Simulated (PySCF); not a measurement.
# GdH6N3 (Gd(NH2)3): the cost of one run

Program: PySCF 2.14.0. Level of theory: several levels, as the steps say, no spin–orbit coupling. These are calculated values, not measurements.

4 further runs of the same task are left out: 2 for a known fault of the program, 2 that didn't finish.

## (1) Where the work starts

10 atoms, charge 0, spin multiplicity 1.

Bond lengths: Gd1–N2 2.199 Å, Gd1–N5 2.198 Å, Gd1–N8 2.198 Å, N2–H3 1.021 Å, N2–H4 1.021 Å, N5–H6 1.021 Å, N5–H7 1.021 Å, N8–H9 1.021 Å, N8–H10 1.021 Å. Angles: N2–Gd1–N5 119.9°, N2–Gd1–N8 119.8°, N5–Gd1–N8 119.5°, Gd1–N2–H3 127.5°, Gd1–N2–H4 127.3°, H3–N2–H4 105.1°, Gd1–N5–H6 127.1°, Gd1–N5–H7 127.7°, H6–N5–H7 105.1°, Gd1–N8–H9 127.1°, Gd1–N8–H10 127.8°, H9–N8–H10 105.1°.

Geometry (Å):

```xyz
10

Gd    0.0166   -0.0077    0.1344
N     2.1922    0.0078   -0.1833
H     2.8070    0.8211   -0.2397
H     2.8010   -0.7972   -0.3377
N    -1.0877    1.8895    0.2445
H    -2.1001    2.0100    0.3002
H    -0.7092    2.8368    0.1968
N    -1.0943   -1.9000    0.0001
H    -2.1075   -2.0227    0.0325
H    -0.7180   -2.8377   -0.1479
```

Formal oxidation states: Gd +3. Each metal's 7 4f electrons lie in its core potential, so multiplicities, spins and levels count the valence alone. An earlier session relaxed this geometry at PBE0, Gd lcecp-1-SVP with ECP53, N def2-SVP, H def2-SVP (singlet, point group C3v).

At PBE0 on the finer grid: E = -203.530352 Eh, HOMO -6.00 eV, LUMO -1.09 eV, Mulliken charge on Gd1 +0.93 e, largest force component 0.020 eV/Å. 

Levels to run: BLYP; TPSS; wB97X; BP86; PBE0, TZVP; PBE0, SVP. Hardware: 2 threads of Intel Xeon Platinum 8375C at 2.90GHz (Ice Lake), shared host.

## (2) BLYP

run.py (the lines that set the calculation)

```python
mol = gto.M(atom='''
Gd     0.01664    -0.00766     0.13444
N      2.19218     0.00785    -0.18332
H      2.80704     0.82111    -0.23969
H      2.80099    -0.79721    -0.33766
N     -1.08772     1.88947     0.24451
H     -2.10010     2.01002     0.30016
H     -0.70916     2.83679     0.19683
N     -1.09434    -1.90003     0.00007
H     -2.10751    -2.02265     0.03253
H     -0.71801    -2.83769    -0.14786''',
    basis={'Gd': 'lcecp-1-SVP', 'N': 'def2-SVP', 'H': 'def2-SVP'},
    ecp={'Gd': 'lcecp-1-SVP'},
    charge=0, spin=0)
mf = dft.RKS(mol, xc='BLYP')
mf.grids.atom_grid = (75, 302)  # f atoms: unpruned, at least (60, 302)
mf = mf.density_fit()  # fitting sets: Gd AutoAux, N def2-universal-JKFIT, H def2-universal-JKFIT
mf.conv_tol = 1e-08; mf.max_cycle = 55
mf.kernel(dm0)  # dm0: the density of the relaxed state
```

Run with:

```bash
$ OMP_NUM_THREADS=2 python run.py
```

**Question.** How long does this run take on 2 threads of Intel Xeon Platinum 8375C at 2.90GHz (Ice Lake), shared host?

About 8.4 s.
